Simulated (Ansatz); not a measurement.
# NaSi2P3: the cost of one run

Program: Ansatz 0.2.0. Level of theory: DFT PBE, scalar-relativistic, plane waves, PAW, unless a step names another level. These are calculated values, not measurements.

8 further runs of the same task are left out: 1 that didn't finish, 7 set aside as unsound or not needed.

## 1. What the formula suggests

Pauling electronegativities: Na 0.93, Si 1.90, P 2.19 (spread 1.26). The formula balances with common oxidation states: Si +4, Na +1, P -3. Tabulated atomic sizes suggest about 18 Å³/atom. 26 candidates were drawn, by swapping species into database cells of other compounds, at random by space group and Wyckoff sites, or by hand, as the table says:

| name | made from | space group no. | Wyckoff sites | atoms (primitive cell) | V (Å³/atom) |
| --- | --- | --- | --- | --- | --- |
| c01 | random | 191 | Na 1b; Si 2e; P 2c, 1a | 6 | 18.0 |
| c02 | random | 191 | Na 1b; Si 2d; P 2c, 1a | 6 | 20.8 |
| c03 | database cell of Mn2NiO3 | 71 | Na 2a; Si 4i; P 2d, 4j | 6 | 18.8 |
| c04 | random | 166 | Na 3a; Si 6c; P 9e | 6 | 22.1 |
| c05 | random | 2 | Na 1a; Si 2i; P 1e, 1f, 1d | 6 | 20.2 |
| c06 | random | 123 | Na 1a; Si 2f; P 2g, 1c | 6 | 21.2 |
| c07 | database cell of NaSn2Pd3 | 183 | Na 1a; Si 2b; P 3c | 6 | 18.8 |
| c08 | database cell of In2GaAs3 | 119 | Na 2a; Si 4e; P 2d, 4f | 6 | 21.7 |
| c09 | database cell of Pr2In3Cu | 156 | Na 1b; Si 1c, 1c; P 1a, 1a, 1b | 6 | 19.7 |
| c10 | random | 139 | Na 2b; Si 4c; P 4d, 2a | 6 | 22.8 |
| c11 | random | 1 | Na 1a; Si 1a, 1a; P 1a, 1a, 1a | 6 | 22.8 |
| c12 | random | 166 | Na 3a; Si 6c; P 6c, 3b | 6 | 19.8 |
| c13 | random | 191 | Na 1b; Si 2d; P 2e, 1a | 6 | 20.9 |
| c14 | database cell of Y2NiGe3 | 25 | Na 1d; Si 1b, 1a; P 1c, 1c, 1d | 6 | 19.0 |
| c15 | database cell of V2O3F | 38 | Na 2b; Si 2a, 2b; P 2b, 4d | 6 | 18.4 |
| c16 | random | 12 | Na 2d; Si 4f; P 4g, 2a | 6 | 22.5 |
| c17 | random | 2 | Na 1a; Si 1b, 1d; P 1g, 2i | 6 | 17.8 |
| c18 | random | 99 | Na 1b; Si 1b, 1a; P 2c, 1a | 6 | 19.2 |
| c19 | database cell of DySi2Rh3 | 191 | Na 1a; Si 2c; P 3g | 6 | 17.6 |
| c20 | random | 166 | Na 3a; Si 6c; P 9d | 6 | 22.2 |
| c21 | database cell of Dy2Ga3Cu | 156 | Na 1a; Si 1b, 1b; P 1c, 1c, 1a | 6 | 18.1 |
| c22 | database cell of NaLa2Se3 | 164 | Na 1a; Si 2d; P 2d, 1b | 6 | 18.9 |
| c23 | random | 157 | Na 1a; Si 2b; P 3c | 6 | 19.9 |
| c24 | database cell of Ti2AlGe3 | 38 | Na 2b; Si 2a, 2b; P 2a, 2a, 2b | 6 | 17.2 |
| c25 | random | 139 | Na 2a; Si 4e; P 4d, 2b | 6 | 19.7 |
| c26 | database cell of Li3MnAs2 | 115 | Na 1d; Si 2g; P 1b, 1a, 1c | 6 | 21.1 |

## 2. Screening run of c08

The input, input.yaml:

```yaml
crystal:
  lattice:
    - [-1.97511383, 1.97511383, 8.36127124]
    - [1.97511383, -1.97511383, 8.36127124]
    - [1.97511383, 1.97511383, -8.36127124]
  atoms:
    - { symbol: Na, position: [0.0, 0.0, 0.0] }
    - { symbol: Si, position: [0.33675599, 0.33675599, 0.0] }
    - { symbol: Si, position: [0.66324401, 0.66324401, 0.0] }
    - { symbol: P, position: [0.25, 0.75, 0.5] }
    - { symbol: P, position: [0.57547499, 0.07547499, 0.5] }
    - { symbol: P, position: [0.92452501, 0.42452501, 0.5] }
basis:
  ecutwfc: 420
kpoints:
  mp_grid: { grid: [6, 6, 6] }
hamiltonian:
  xc: pbe
scf:
  occupations: { method: gaussian, width: 0.2 }
  lower_state_search: "off"
output:
  forces: true
  stress: true
  eigenvalues: true
relax:
  adjacent_minimum: "off"
  f_tol: 0.08
  max_steps: 16
  cell: { stress_tol: 0.8 }
```

Launch:

```
$ ansatz run input.yaml --threads 1 --pin off --max-ram 2560MiB --backend cpu --events-out ev --progress --plain --runs-dir out
```

Q: Estimate wall time and peak memory on 1 thread of Intel Xeon 6975P-C (Granite Rapids), shared host.

About 54 s, with a peak of 0.43 GiB.
